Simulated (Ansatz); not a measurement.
# ZrO₂+ (doublet): energies up the ladder, part 2 of 2

Aim: energies up the ladder, for ZrO₂+ (doublet), with the cost of each level. Charge +1. Spin multiplicity 2.

Ansatz 0.2.0, Gaussian bases. Earlier steps stand in the parts before.

### Step 7. Single point, PBE-D4/def2-TZVPP

The input, input.yaml:

```yaml
crystal:
  periodic: [false, false, false]
  atoms:
    - { symbol: O, position_ang: [-0.88066993, 0.27277447, -1.07328031] }
    - { symbol: Zr, position_ang: [-0.02909798, -0.09156553, 0.35634407] }
    - { symbol: O, position_ang: [1.68726368, 0.09270772, -0.34083372] }
magnetization:
  spin_polarized: true
  initial_magnetization: 1
total_charge: 1
basis:
  gaussian: { orbitals: def2-TZVPP }
hamiltonian:
  xc: pbe
  dispersion: d4
```

Command:

```
$ ansatz run input.yaml --threads 2 --pin off --max-ram 5120MiB --backend cpu --events-out ev --progress --plain --runs-dir out
```

Log:

```text
Warning: RAYON_NUM_THREADS=2 ignored (pool sized by the plan → 2); use --threads N
Engine: ansatz 0.2.0, x86_64-unknown-linux-gnu
Functional definition: PBE
  parameter kappa = 0.804
  parameter beta = 0.06672455060314922
  exchange = pbe_x(kappa = kappa, mu = beta*pi^2/3)
  correlation = pbe_c(beta = beta)
614 factors; their error is unknown
mean field evaluation 1: about -5329.0417 eV, gradient 1.0e2 eV
mean field evaluation 2: about -4814.3890 eV, gradient 2.8e2 eV
mean field evaluation 4: about -5209.4185 eV, gradient 1.5e2 eV
mean field evaluation 8: about -5364.9208 eV, gradient 8.4e0 eV
mean field evaluation 16: about -5365.1909 eV, gradient 1.3e-2 eV
mean field evaluation 32: about -5363.9745 eV, gradient 1.5e-1 eV
mean field evaluation 64: about -5364.9594 eV, gradient 4.4e0 eV
mean field -5365.19088227 eV, -197.1671282665 hartree, gradient 1.6e-5 eV, S^2 0.762322; 6 other end points of the search recorded, 0 dependent functions left out
reference -5365.19093533 eV, -197.1671302162 hartree; 14, 13 occupied and 104, 105 virtual orbitals, 614 factors
Total energy: -5365.23914801 eV, -197.1689019998 hartree
```

Run time: 19 s. Hardware: 2 threads of Intel Xeon at 2.50GHz (Skylake/Cascade Lake), shared host; peak memory 0.22 GiB.

### Step 8. Single point, r2SCAN-D4/def2-TZVPP

Changes to input.yaml since step 7:

```diff
@@ -13,3 +13,3 @@
 hamiltonian:
-  xc: pbe
+  xc: r2scan
   dispersion: d4
```

Command:

```
$ ansatz run input.yaml --threads 2 --pin off --max-ram 5120MiB --backend cpu --events-out ev --progress --plain --runs-dir out
```

Log:

```text
Warning: RAYON_NUM_THREADS=2 ignored (pool sized by the plan → 2); use --threads N
[... 1 set-up line as earlier in the session ...]
Functional definition: r2SCAN
  parameter k0 = 0.174
  parameter k1 = 0.065
  parameter a1 = 4.9479
  exchange = r2scan_x(k0 = k0, k1 = k1, a1 = a1)
  correlation = r2scan_c
614 factors; their error is unknown
mean field evaluation 1: about -5335.4387 eV, gradient 9.4e1 eV
mean field evaluation 2: about -4876.9111 eV, gradient 2.8e2 eV
mean field evaluation 4: about -5263.2597 eV, gradient 1.4e2 eV
mean field evaluation 8: about -5367.4192 eV, gradient 2.9e0 eV
mean field evaluation 16: about -5367.4530 eV, gradient 1.8e-3 eV
mean field evaluation 32: about -5366.6460 eV, gradient 9.1e0 eV
mean field -5367.45303455 eV, -197.2502608293 hartree, gradient 2.3e-5 eV, S^2 0.771843; 3 other end points of the search recorded, 0 dependent functions left out
reference -5367.45305484 eV, -197.2502615751 hartree; 14, 13 occupied and 104, 105 virtual orbitals, 614 factors
Total energy: -5367.46264743 eV, -197.2506140962 hartree
```

Run time: 14 s. Hardware: 2 threads of Intel Xeon at 2.50GHz (Skylake/Cascade Lake), shared host; peak memory 0.26 GiB.

### Step 9. Single point, B3LYP-D4/def2-TZVPP

Changes to input.yaml since step 8:

```diff
@@ -13,3 +13,3 @@
 hamiltonian:
-  xc: r2scan
+  xc: { name: B3LYP }
   dispersion: d4
```

Command:

```
$ ansatz run input.yaml --threads 2 --pin off --max-ram 5120MiB --backend cpu --events-out ev --progress --plain --runs-dir out
```

Log:

```text
Warning: RAYON_NUM_THREADS=2 ignored (pool sized by the plan → 2); use --threads N
[... 1 set-up line as earlier in the session ...]
Functional definition: B3LYP
  parameter a0 = 0.2
  parameter ax = 0.72
  parameter ac = 0.81
  exchange = (1 - a0 - ax)*slater_x + ax*b88_x + a0*exact_x
  correlation = (1 - ac)*vwn_rpa_c + ac*lyp_c
648 factors; their error is unknown
mean field evaluation 1: about -5336.6023 eV, gradient 9.5e1 eV
mean field evaluation 2: about -4901.6144 eV, gradient 2.7e2 eV
mean field evaluation 4: about -5337.1589 eV, gradient 8.9e1 eV
mean field evaluation 8: about -5368.8146 eV, gradient 4.2e-1 eV
mean field evaluation 16: about -5368.8422 eV, gradient 3.2e-3 eV
mean field evaluation 32: about -5368.1723 eV, gradient 6.4e0 eV
mean field -5368.84217020 eV, -197.3013106229 hartree, gradient 7.4e-6 eV, S^2 0.772620; 3 other end points of the search recorded, 0 dependent functions left out
reference -5368.84240397 eV, -197.3013192138 hartree; 14, 13 occupied and 104, 105 virtual orbitals, 648 factors
Total energy: -5368.92263807 eV, -197.3042677626 hartree
```

Wall time 10 s (2 threads of Intel Xeon at 2.50GHz (Skylake/Cascade Lake), shared host); peak memory 0.22 GiB.

### Step 10. Single point, wB97M-V/def2-TZVPP

Changes to input.yaml since step 9:

```diff
@@ -13,3 +13,2 @@
 hamiltonian:
-  xc: { name: B3LYP }
-  dispersion: d4
+  xc: { name: wB97M-V }
```

Command:

```
$ ansatz run input.yaml --threads 2 --pin off --max-ram 5120MiB --backend cpu --events-out ev --progress --plain --runs-dir out
```

Log, shortened:

```text
Warning: RAYON_NUM_THREADS=2 ignored (pool sized by the plan → 2); use --threads N
[...]
Functional definition: wB97M-V
[...]
  gx(w, u) = 1 - cx + cx01*u + cx10*w
  gss(w, u) = css00 + css04*u^4 + css10*w + css20*w^2 + css43*w^4*u^3
  gos(w, u) = cos00 + cos10*w + (cos20 + cos21*u)*w^2 + (cos60 + cos61*u)*w^6
[...]
      + integral(e_c_pw_mod_opposite_spin*gos(b97_w_opposite, b97_u_opposite)) + vv10(b, c)
632 factors; their error is unknown
142 factors; integrals over basis functions are off by at most 1.8e-4 eV
[...]
mean field -5365.02970034 eV, -197.1612049398 hartree, gradient 3.3e-5 eV, S^2 0.770756; 3 other end points of the search recorded, 0 dependent functions left out
reference -5365.02976578 eV, -197.1612073445 hartree; 14, 13 occupied and 104, 105 virtual orbitals, 632 factors
Total energy: -5365.02976578 eV, -197.1612073445 hartree
```

It took 41 s on 2 threads of Intel Xeon at 2.50GHz (Skylake/Cascade Lake), shared host; peak memory 0.47 GiB.

### Step 11. Single point, B2PLYP/def2-TZVPP

Changes to input.yaml since step 10:

```diff
@@ -13,2 +13,2 @@
 hamiltonian:
-  xc: { name: wB97M-V }
+  xc: { name: B2PLYP }
```

Command:

```
$ ansatz run input.yaml --threads 2 --pin off --max-ram 5120MiB --backend cpu --events-out ev --progress --plain --runs-dir out
```

Log, shortened:

```text
Warning: RAYON_NUM_THREADS=2 ignored (pool sized by the plan → 2); use --threads N
[...]
Functional definition: B2PLYP
[...]
792 factors; integrals over basis functions are off by at most 6.5e-4 eV
[...]
mean field -5356.70819665 eV, -196.8553953195 hartree, gradient 8.9e-6 eV, S^2 0.783264; 4 other end points of the search recorded, 0 dependent functions left out
2 core orbitals not correlated: weight in the atoms' cores, before any rotation towards them, 1.000 or more for the frozen orbitals, at most 0.000 for the correlated occupied ones
reference -5356.70834108 eV, -196.8554006272 hartree; 12, 11 occupied and 104, 105 virtual orbitals, 792 factors
second order -26.60818739 eV of doubles, -0.00000000 eV of singles
Total energy: -5363.89255167 eV, -197.1194154970 hartree
```

Run time: 14 s. Hardware: 2 threads of Intel Xeon at 2.50GHz (Skylake/Cascade Lake), shared host; peak memory 0.33 GiB.

### Step 12. Single point, LDA/def2-TZVPP

Changes to input.yaml since step 11:

```diff
@@ -13,2 +13,2 @@
 hamiltonian:
-  xc: { name: B2PLYP }
+  xc: lda
```

Command:

```
$ ansatz run input.yaml --threads 2 --pin off --max-ram 5120MiB --backend cpu --events-out ev --progress --plain --runs-dir out
```

Log:

```text
Warning: RAYON_NUM_THREADS=2 ignored (pool sized by the plan → 2); use --threads N
[... 1 set-up line as earlier in the session ...]
Functional definition: SPW92
  exchange = slater_x
  correlation = pw_c
614 factors; their error is unknown
mean field evaluation 1: about -5300.5430 eV, gradient 1.0e2 eV
mean field evaluation 2: about -4788.6749 eV, gradient 2.8e2 eV
mean field evaluation 4: about -5180.2187 eV, gradient 1.6e2 eV
mean field evaluation 8: about -5336.3443 eV, gradient 8.9e0 eV
mean field evaluation 16: about -5336.6420 eV, gradient 1.6e-2 eV
mean field evaluation 32: about -5335.2986 eV, gradient 5.1e-1 eV
mean field evaluation 64: about -5335.4478 eV, gradient 1.7e0 eV
mean field evaluation 96: about -5336.3133 eV, gradient 2.5e0 eV
mean field -5336.64196721 eV, -196.1179749891 hartree, gradient 5.2e-5 eV, S^2 0.761097; 6 other end points of the search recorded, 0 dependent functions left out
reference -5336.64201937 eV, -196.1179769060 hartree; 14, 13 occupied and 104, 105 virtual orbitals, 614 factors
Total energy: -5336.64201937 eV, -196.1179769060 hartree
```

Wall time 9.6 s (2 threads of Intel Xeon at 2.50GHz (Skylake/Cascade Lake), shared host); peak memory 0.23 GiB.

### Step 13. Single point, PBE0-D4/def2-SVP

Changes to input.yaml since step 12:

```diff
@@ -11,4 +11,5 @@
 basis:
-  gaussian: { orbitals: def2-TZVPP }
+  gaussian: { orbitals: def2-SVP }
 hamiltonian:
-  xc: lda
+  xc: pbe0
+  dispersion: d4
```

Command:

```
$ ansatz run input.yaml --threads 2 --pin off --max-ram 5120MiB --backend cpu --events-out ev --progress --plain --runs-dir out
```

Log:

```text
Warning: RAYON_NUM_THREADS=2 ignored (pool sized by the plan → 2); use --threads N
[... 2 set-up lines as earlier in the session ...]
  parameter a = 0.25
[... 2 set-up lines as earlier in the session ...]
  exchange = (1 - a)*pbe_x(kappa = kappa, mu = beta*pi^2/3) + a*exact_x
[... 1 set-up line as earlier in the session ...]
582 factors; integrals over basis functions are off by at most 7.7e-4 eV
mean field evaluation 1: about -5331.0789 eV, gradient 8.1e1 eV
mean field evaluation 2: about -4954.2200 eV, gradient 2.5e2 eV
mean field evaluation 4: about -5346.7297 eV, gradient 5.3e1 eV
mean field evaluation 8: about -5358.3731 eV, gradient 2.1e-1 eV
mean field evaluation 16: about -5358.4325 eV, gradient 7.1e-3 eV
mean field evaluation 32: about -5357.7752 eV, gradient 5.3e0 eV
mean field -5358.43252558 eV, -196.9187632390 hartree, gradient 3.2e-5 eV, S^2 0.776075; 3 other end points of the search recorded, 0 dependent functions left out
reference -5358.43257851 eV, -196.9187651841 hartree; 14, 13 occupied and 45, 46 virtual orbitals, 582 factors
Total energy: -5358.47271180 eV, -196.9202400553 hartree
```

Wall time 3.9 s (2 threads of Intel Xeon at 2.50GHz (Skylake/Cascade Lake), shared host); peak memory 0.15 GiB.

### Step 14. Single point, PBE-D4/def2-SVP

Changes to input.yaml since step 13:

```diff
@@ -13,3 +13,3 @@
 hamiltonian:
-  xc: pbe0
+  xc: pbe
   dispersion: d4
```

Command:

```
$ ansatz run input.yaml --threads 2 --pin off --max-ram 5120MiB --backend cpu --events-out ev --progress --plain --runs-dir out
```

Log, shortened:

```text
Warning: RAYON_NUM_THREADS=2 ignored (pool sized by the plan → 2); use --threads N
[... 6 set-up lines as earlier in the session ...]
564 factors; their error is unknown
mean field evaluation 1: about -5326.5310 eV, gradient 9.0e1 eV
mean field evaluation 2: about -4834.2791 eV, gradient 2.6e2 eV
mean field evaluation 4: about -5220.5663 eV, gradient 1.5e2 eV
mean field evaluation 8: about -5359.2702 eV, gradient 1.2e1 eV
mean field evaluation 16: about -5359.8748 eV, gradient 8.7e-3 eV
mean field evaluation 32: about -5358.6184 eV, gradient 4.3e-3 eV
mean field evaluation 64: about -5358.6183 eV, gradient 1.0e-1 eV
mean field -5359.87481225 eV, -196.9717662964 hartree, gradient 3.2e-5 eV, S^2 0.762559; 6 other end points of the search recorded, 0 dependent functions left out
reference -5359.87487900 eV, -196.9717687497 hartree; 14, 13 occupied and 45, 46 virtual orbitals, 564 factors
Total energy: -5359.92309169 eV, -196.9735405332 hartree
```

It took 8 s on 2 threads of Intel Xeon at 2.50GHz (Skylake/Cascade Lake), shared host; peak memory 0.14 GiB.

### Step 15. Geometries side by side

```tsv
level	O1–Zr2 (Å)	Zr2–O3 (Å)	rotational constants (MHz)	highest frequency (cm⁻¹)	CPU time
PBE0-D4/def2-TZVPP	1.7035	1.8617	15662, 8730.4, 5605.7	973	1.7 min
```

Constants are for the commonest isotopes at the equilibrium geometry; times are CPU times of the relaxations.

### Step 16. Total energies

```tsv
level	energy (eV)	CPU time
PBE-D4/def2-TZVPP	-5365.2391	29 s
r2SCAN-D4/def2-TZVPP	-5367.4626	23 s
B3LYP-D4/def2-TZVPP	-5368.9226	17 s
wB97M-V/def2-TZVPP	-5365.0298	76 s
B2PLYP/def2-TZVPP	-5363.8926	27 s
LDA/def2-TZVPP	-5336.6420	17 s
PBE0-D4/def2-SVP	-5358.4727	7.2 s
PBE-D4/def2-SVP	-5359.9231	15 s
```

### Step 17. What came out

The summary covers parts 1 to 2.

```
                         quantity            value
     O1–Zr2 at PBE0-D4/def2-TZVPP          1.703 Å
     Zr2–O3 at PBE0-D4/def2-TZVPP          1.862 Å
frequencies at PBE0-D4/def2-TZVPP  182 to 973 cm⁻¹
        energy at PBE-D4/def2-SVP     -5359.923 eV
```

No mode is imaginary, so the geometry is a minimum. These totals serve in differences with atoms or fragments at the same level; alone they don't rank the methods. Heavy atoms carry effective core potentials in def2 sets, and spin-orbit coupling is left out.
